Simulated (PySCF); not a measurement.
# C8H15NO: the cost of one run

Computed with PySCF 2.14.0 and routines of our own; the level stands in each step. Atoms count from 0.

## (1) The system as given

25 atoms, charge 1, multiplicity 2; geometry from: GFN2-xTB.

## (2) Open-shell or spin-flip excitations: unrestricted TDDFT PBE0/def2-SVP

The job: settings as JSON, then the geometry in Å.

```
{"job": {"kind": "uabs", "xc": "PBE0", "basis": "def2-SVP", "nstates": 10, "tda": false}, "charge": 1, "multiplicity": 2}
C     -1.886972    -1.964383     0.385476
O     -2.137423    -0.698360     0.846036
C     -1.793427     0.362584    -0.008808
C     -2.212611     1.669302     0.652302
C     -0.308314     0.285534    -0.304080
N      0.325839    -0.798978    -0.311076
C      1.742190    -0.698274    -0.559102
C      2.529843    -1.078291     0.686493
C      1.908808     0.791758    -0.973265
C      0.564312     1.462520    -0.610430
H     -2.147598    -2.674488     1.168841
H     -0.761003    -2.011360     0.171026
H     -2.373873    -2.195001    -0.570253
H     -2.302240     0.256000    -0.985702
H     -1.695137     1.799694     1.598553
H     -2.009555     2.514260     0.002735
H     -3.279284     1.635649     0.855867
H      1.992497    -1.386322    -1.371202
H      2.279006    -0.423927     1.517865
H      2.327069    -2.107429     0.972289
H      3.592523    -0.989604     0.478084
H      2.744439     1.247788    -0.448741
H      2.098450     0.863147    -2.042353
H      0.155923     2.068118    -1.418769
H      0.635604     2.094210     0.277347
```

With the program's defaults for keys left out, this is: unrestricted TDDFT PBE0/def2-SVP, vertical, gas phase, core orbitals frozen in the response.

On the command line:

```
$ OMP_NUM_THREADS=1 python excited_run.py task.json out
```

The driver reads the jobs from task.json and runs them one after another.

Q: Estimate the wall time and peak memory of this first job on 1 thread of Arm Neoverse V1, shared host.

About 2.6 min, with a peak of 0.96 GiB.
